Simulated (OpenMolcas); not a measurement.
# GeO⁺ in OpenMolcas, from active space to Ω levels, part 2 of 2

Computed with OpenMolcas 26.06; SA-CASSCF(7,7), XMS-CASPT2, RASSI; ANO-RCC-VTZP.

### 3 Spin–orbit coupling by RASSI

RASSI output, in excerpt:

```text
[... earlier lines were not kept ...]
  SPIN-FREE ENERGIES:
  (Shifted by EMIN (a.u.) =      -2171.9275478235)
 SF State       Relative EMIN(au)   Rel lowest level(eV)    D:o, cm**(-1)      Abs_M
     1             0.0000000000        0.0000000000              0.0000         1.0
     2             0.0000000000        0.0000000000              0.0000         1.0
     9             0.0155621828        0.4234685675           3415.5043         0.0
    16             0.1393667856        3.7923634316          30587.4739         0.0
    17             0.1518766367        4.1327738236          33333.0689         2.0
    18             0.1519535838        4.1348676601          33349.9568         2.0
    10             0.1575113855        4.2861031490          34569.7533         0.0
    19             0.1601096182        4.3568046633          35139.9994         0.0
    11             0.1755860330        4.7779393635          38536.6799         2.0
    12             0.1756229926        4.7789450848          38544.7916         2.0
    13             0.1767369002        4.8092560558          38789.2660         0.0
    20             0.1792897368        4.8787222791          39349.5489         1.0
    21             0.1792897368        4.8787222791          39349.5489         1.0
     3             0.2037724842        5.5449317738          44722.8909         1.0
     4             0.2037724984        5.5449321596          44722.8940         1.0
    14             0.2102995478        5.7225422239          46155.4157         2.0
    15             0.2103600940        5.7241897684          46168.7041         2.0
     5             0.2128726522        5.7925599591          46720.1469         1.0
     6             0.2128726705        5.7925604573          46720.1509         1.0
     7             0.2617218503        7.1218143584          57441.3066         3.0
     8             0.2617218552        7.1218144898          57441.3077         3.0
++ Dipole transition strengths (spin-free states):
     for osc. strength at least  1.00000000E-05
      From   To        Osc. strength     Einstein coefficients Ax, Ay, Az (sec-1)    Total A (sec-1)
         1    9       5.22341142E-04  3.19461716E+03  8.69873623E+02  0.00000000E+00  4.06449078E+03
         1   10       5.93409957E-04  3.71355166E+05  1.01675847E+05  0.00000000E+00  4.73031013E+05
         1   11       1.49288210E-03  9.90060793E+05  4.88762655E+05  0.00000000E+00  1.47882345E+06
         1   12       1.50281553E-03  4.92956133E+05  9.96333971E+05  0.00000000E+00  1.48929010E+06
         1   13       2.78111045E-03  5.97229167E+05  2.19392347E+06  0.00000000E+00  2.79115264E+06
         1    3       4.76860082E-03  0.00000000E+00  0.00000000E+00  6.36198927E+06  6.36198927E+06
         1    4       1.83160330E-02  0.00000000E+00  0.00000000E+00  2.44361871E+07  2.44361871E+07
         1   14       1.97460780E-02  6.68430679E+06  2.13744491E+07  0.00000000E+00  2.80587558E+07
         1   15       1.97437634E-02  2.13956775E+07  6.67594617E+06  0.00000000E+00  2.80716237E+07
         1    5       3.99789689E-03  0.00000000E+00  0.00000000E+00  5.82079379E+06  5.82079379E+06
         1    6       1.16063763E-03  0.00000000E+00  0.00000000E+00  1.68984685E+06  1.68984685E+06
         2    9       5.22341358E-04  8.69872424E+02  3.19462004E+03  0.00000000E+00  4.06449246E+03
         2   10       5.93405774E-04  1.01676046E+05  3.71351633E+05  0.00000000E+00  4.73027679E+05
         2   11       1.49286676E-03  4.88788903E+05  9.90019346E+05  0.00000000E+00  1.47880825E+06
         2   12       1.50297393E-03  9.96463819E+05  4.92983264E+05  0.00000000E+00  1.48944708E+06
         2   13       2.78092754E-03  2.19375670E+06  5.97212366E+05  0.00000000E+00  2.79096906E+06
         2    3       1.83160707E-02  0.00000000E+00  0.00000000E+00  2.44362340E+07  2.44362340E+07
         2    4       4.76859119E-03  0.00000000E+00  0.00000000E+00  6.36197730E+06  6.36197730E+06
         2   14       1.97459968E-02  2.13742644E+07  6.68437592E+06  0.00000000E+00  2.80586403E+07
         2   15       1.97439605E-02  6.67593105E+06  2.13959729E+07  0.00000000E+00  2.80719040E+07
         2    5       1.16064734E-03  0.00000000E+00  0.00000000E+00  1.68986070E+06  1.68986070E+06
         2    6       3.99786459E-03  0.00000000E+00  0.00000000E+00  5.82074776E+06  5.82074776E+06
         9   10       9.16397287E-03  0.00000000E+00  0.00000000E+00  5.93281208E+06  5.93281208E+06
         9    3       7.19316449E-04  2.07041108E+01  8.18665844E+05  0.00000000E+00  8.18686549E+05
         9    4       7.19324225E-04  8.18674820E+05  2.07020322E+01  0.00000000E+00  8.18695522E+05
         9    5       8.79444535E-03  1.09980754E+07  2.60622457E+03  0.00000000E+00  1.10006817E+07
         9    6       8.79446391E-03  2.60622377E+03  1.09981007E+07  0.00000000E+00  1.10007069E+07
        16   20       3.80880306E-04  1.95015070E+04  3.43570863E+00  0.00000000E+00  1.95049427E+04
        16   21       3.80880307E-04  3.43570864E+00  1.95015070E+04  0.00000000E+00  1.95049427E+04
        17   20       4.04839333E-04  3.93270384E+01  9.73551816E+03  0.00000000E+00  9.77484519E+03
        17   21       4.04839332E-04  9.73551813E+03  3.93270383E+01  0.00000000E+00  9.77484517E+03
        18   20       4.03702971E-04  9.65376685E+03  3.89968005E+01  0.00000000E+00  9.69276365E+03
        18   21       4.03702970E-04  3.89968004E+01  9.65376684E+03  0.00000000E+00  9.69276364E+03
        10    3       1.81847574E-05  1.29936021E-01  1.25027385E+03  0.00000000E+00  1.25040379E+03
        10    4       1.81848512E-05  1.25028105E+03  1.29957713E-01  0.00000000E+00  1.25041100E+03
        10    5       2.94703393E-04  2.90143855E+04  6.32596079E+00  0.00000000E+00  2.90207114E+04
        10    6       2.94701982E-04  6.32678022E+00  2.90142650E+04  0.00000000E+00  2.90205918E+04
        19   20       4.38622971E-04  9.14746603E-01  5.18356082E+03  0.00000000E+00  5.18447557E+03
        19   21       4.38622972E-04  5.18356083E+03  9.14746601E-01  0.00000000E+00  5.18447558E+03
        11    3       2.11677718E-04  4.27157089E+03  1.13182548E+03  0.00000000E+00  5.40339637E+03
        11    4       2.11667929E-04  1.13182240E+03  4.27132953E+03  0.00000000E+00  5.40315194E+03
        11   14       3.00838530E-03  0.00000000E+00  0.00000000E+00  1.16477360E+05  1.16477360E+05
        11   15       6.98879646E-04  0.00000000E+00  0.00000000E+00  2.71533925E+04  2.71533925E+04
        11    5       1.81193222E-04  1.69033723E+03  6.40358161E+03  0.00000000E+00  8.09391884E+03
        11    6       1.81192580E-04  6.40352111E+03  1.69037700E+03  0.00000000E+00  8.09389812E+03
        11    7       9.40276344E-04  1.88333851E+05  3.58136754E+04  0.00000000E+00  2.24147527E+05
        11    8       9.40279582E-04  3.58137398E+04  1.88334584E+05  0.00000000E+00  2.24148324E+05
        12    3       2.03940408E-04  1.18908804E+03  4.00315817E+03  0.00000000E+00  5.19224621E+03
        12    4       2.03926736E-04  4.00314435E+03  1.18875901E+03  0.00000000E+00  5.19190336E+03
        12   14       6.96717720E-04  0.00000000E+00  0.00000000E+00  2.69178046E+04  2.69178046E+04
        12   15       3.01462741E-03  0.00000000E+00  0.00000000E+00  1.16877706E+05  1.16877706E+05
        12    5       1.87534953E-04  6.76333202E+03  1.59727332E+03  0.00000000E+00  8.36060534E+03
        12    6       1.87535774E-04  1.59722183E+03  6.76342832E+03  0.00000000E+00  8.36065015E+03
        12    7       9.44781854E-04  3.49592653E+04  1.90069069E+05  0.00000000E+00  2.25028335E+05
        12    8       9.44782350E-04  1.90068991E+05  3.49594872E+04  0.00000000E+00  2.25028478E+05
        13    3       4.38486371E-04  1.02968622E+04  7.96494329E-01  0.00000000E+00  1.02976587E+04
        13    4       4.38506881E-04  8.00181628E-01  1.02973509E+04  0.00000000E+00  1.02981511E+04
         3   14       2.31715387E-05  3.16761087E+01  4.15742208E-02  0.00000000E+00  3.17176830E+01
         3   15       2.54614684E-05  4.40988572E-02  3.54576758E+01  0.00000000E+00  3.55017746E+01
         3    6       1.05169697E-03  0.00000000E+00  0.00000000E+00  2.79835024E+03  2.79835024E+03
         4   14       2.31713538E-05  4.15745157E-02  3.16757175E+01  0.00000000E+00  3.17172920E+01
         4   15       2.54616184E-05  3.54577331E+01  4.40978804E-02  0.00000000E+00  3.55018309E+01
         4    5       1.05170541E-03  0.00000000E+00  0.00000000E+00  2.79835272E+03  2.79835272E+03
        14    5       2.04958859E-05  7.01490594E-04  4.35935747E+00  0.00000000E+00  4.36005896E+00
        14    6       2.04961966E-05  4.35948549E+00  7.01614884E-04  0.00000000E+00  4.36018711E+00
        14    7       6.07305332E-04  5.15046597E+04  9.19319992E+01  0.00000000E+00  5.15965917E+04
        14    8       6.07306082E-04  9.19315935E+01  5.15047335E+04  0.00000000E+00  5.15966651E+04
        15    5       2.09984331E-05  4.25847778E+00  7.41690920E-04  0.00000000E+00  4.25921947E+00
        15    6       2.09988995E-05  7.41568491E-04  4.25863459E+00  0.00000000E+00  4.25937615E+00
        15    7       5.70916407E-04  7.25109658E+01  4.83183266E+04  0.00000000E+00  4.83908376E+04
        15    8       5.70915739E-04  4.83182785E+04  7.25115506E+01  0.00000000E+00  4.83907901E+04
         5    8       1.32764751E-05  0.00000000E+00  0.00000000E+00  1.01790825E+03  1.01790825E+03
         6    7       1.32765420E-05  0.00000000E+00  0.00000000E+00  1.01791241E+03  1.01791241E+03
 Electric-quadrupole - electric-quadrupole not included
 Electric-dipole - electric-octupole not included
 Electric-dipole - magnetic-quadrupole not included
   Eigenvalues of complex Hamiltonian:
  (Shifted by EMIN (a.u.) =      -2171.9275478235)
 SO State       Relative EMIN(au)   Rel lowest level(eV)    D:o, cm**(-1)      Omega
     1            -0.0006073760        0.0000000000              0.0000         1.5
     2            -0.0006073760        0.0000000000              0.0000         1.5
     3             0.0004918782        0.0299122312            241.2584         0.5
     4             0.0004918782        0.0299122312            241.2584         0.5
     5             0.0155502298        0.4396708531           3546.1846         0.5
     6             0.0155502298        0.4396708531           3546.1846         0.5
     7             0.1390280213        3.7996727292          30646.4273         1.5
     8             0.1390280213        3.7996727292          30646.4273         1.5
     9             0.1392762310        3.8064268588          30700.9031         0.5
    10             0.1392762310        3.8064268588          30700.9031         0.5
    11             0.1500457580        4.0994806190          33064.5411         0.5
    12             0.1500457580        4.0994806190          33064.5411         0.5
    13             0.1510932518        4.1279843767          33294.4394         1.5
    14             0.1510932518        4.1279843767          33294.4394         1.5
    15             0.1523322417        4.1616990094          33566.3662         2.5
    16             0.1523322417        4.1616990094          33566.3662         2.5
    17             0.1538047284        4.2017674146          33889.5397         3.5
    18             0.1538047284        4.2017674146          33889.5397         3.5
    19             0.1574414285        4.3007270660          34687.7031         0.5
    20             0.1574414285        4.3007270660          34687.7031         0.5
    21             0.1601992359        4.3757708268          35292.9719         0.5
    22             0.1601992359        4.3757708268          35292.9719         0.5
    23             0.1604676412        4.3830745070          35351.8800         1.5
    24             0.1604676412        4.3830745070          35351.8800         1.5
    25             0.1753891649        4.7891098517          38626.7759         1.5
    26             0.1753891649        4.7891098517          38626.7759         1.5
    27             0.1760417464        4.8068675008          38770.0010         2.5
    28             0.1760417464        4.8068675008          38770.0010         2.5
    29             0.1768260474        4.8282094185          38942.1352         0.5
    30             0.1768260474        4.8282094185          38942.1352         0.5
    31             0.1770481192        4.8342522978          38990.8743         0.5
    32             0.1770481192        4.8342522978          38990.8743         0.5
    33             0.1784037334        4.8711404399          39288.3972         0.5
    34             0.1784037334        4.8711404399          39288.3972         0.5
    35             0.1798823113        4.9113745941          39612.9076         1.5
    36             0.1798823113        4.9113745941          39612.9076         1.5
    37             0.1815342251        4.9563254596          39975.4608         2.5
    38             0.1815342251        4.9563254596          39975.4608         2.5
    39             0.2033527795        5.5500385706          44764.0799         1.5
    40             0.2033527795        5.5500385706          44764.0799         1.5
    41             0.2042699434        5.5749958720          44965.3742         0.5
    42             0.2042699434        5.5749958720          44965.3742         0.5
    43             0.2095071661        5.7175079605          46114.8117         1.5
    44             0.2095071661        5.7175079605          46114.8117         1.5
    45             0.2113471474        5.7675764043          46518.6409         2.5
    46             0.2113471474        5.7675764043          46518.6409         2.5
    47             0.2114750366        5.7710564463          46546.7093         0.5
    48             0.2114750366        5.7710564463          46546.7093         0.5
    49             0.2145403520        5.8544679259          47219.4683         1.5
[... the kept output breaks off here ...]
```

It took 29 s on 1 thread of Arm Neoverse V1, shared host; peak memory 0.27 GiB.

Levels:

| Ω | energy (cm⁻¹) | parentage | f from lowest |
| --- | --- | --- | --- |
| 3/2 | 0 | 100% (1)2Π | 0 |
| 1/2 | 241 | 100% (1)2Π | 0 |
| 1/2 | 3546 | 100% (1)2Σ | 0.00054 |
| 3/2 | 30646 | 98% (1)4Σ | 0 |
| 1/2 | 30701 | 100% (1)4Σ | 0 |
| 1/2 | 33065 | 100% (1)4Δ | 0 |
| 3/2 | 33294 | 99% (1)4Δ | 0 |
| 5/2 | 33566 | 99% (1)4Δ | 5.8e-05 |
| 7/2 | 33890 | 100% (1)4Δ | 0 |
| 1/2 | 34688 | 98% (2)2Σ | 0.00049 |
| 1/2 | 35293 | 98% (2)4Σ | 0 |
| 3/2 | 35352 | 98% (2)4Σ | 0 |
| 3/2 | 38627 | 99% (1)2Δ | 0 |
| 5/2 | 38770 | 99% (1)2Δ | 0.0039 |
| 1/2 | 38942 | 98% (3)2Σ | 0.0029 |
| 1/2 | 38991 | 99% (1)4Π | 2.4e-05 |
| 1/2 | 39288 | 99% (1)4Π | 0 |
| 3/2 | 39613 | 99% (1)4Π | 0.00022 |
| 5/2 | 39975 | 100% (1)4Π | 0 |
| 3/2 | 44764 | 98% (2)2Π | 0.025 |
| 1/2 | 44965 | 97% (2)2Π | 0 |
| 3/2 | 46115 | 100% (2)2Δ | 2.1e-05 |
| 5/2 | 46519 | 100% (2)2Δ | 0.039 |
| 1/2 | 46547 | 98% (3)2Π | 0 |
| 3/2 | 47219 | 99% (3)2Π | 0.0034 |
| 5/2 | 57063 | 100% (1)2Φ | 0 |
| 7/2 | 58087 | 100% (1)2Φ | 0 |

All 13 distances took 6.8 min on 1 thread of Arm Neoverse V1, shared host; 11 of them failed the checks on weights, roots and symmetry and are left out.

### 4 Summary of results

The summary covers parts 1 to 2.

| quantity | value |
| --- | --- |
| lowest spin-free state | (1)2Π |
| next spin-free state | (1)2Σ, 0.423 eV |
| lowest level | Ω = 3/2, 100 % (1)2Π |
| next level | Ω = 1/2, 241 cm⁻¹ |
| lowering by spin–orbit coupling | 133 cm⁻¹ |

In words: At 1.785 Å the lowest computed level has Ω = 3/2 and is 100 % (1)2Π. The levels that stem mainly from (1)2Π spread over 241 cm⁻¹. Only the spin multiplicities and numbers of roots in the input were computed, so the list of states is not complete and the lowest one found need not be the ground state; labels number the states computed.
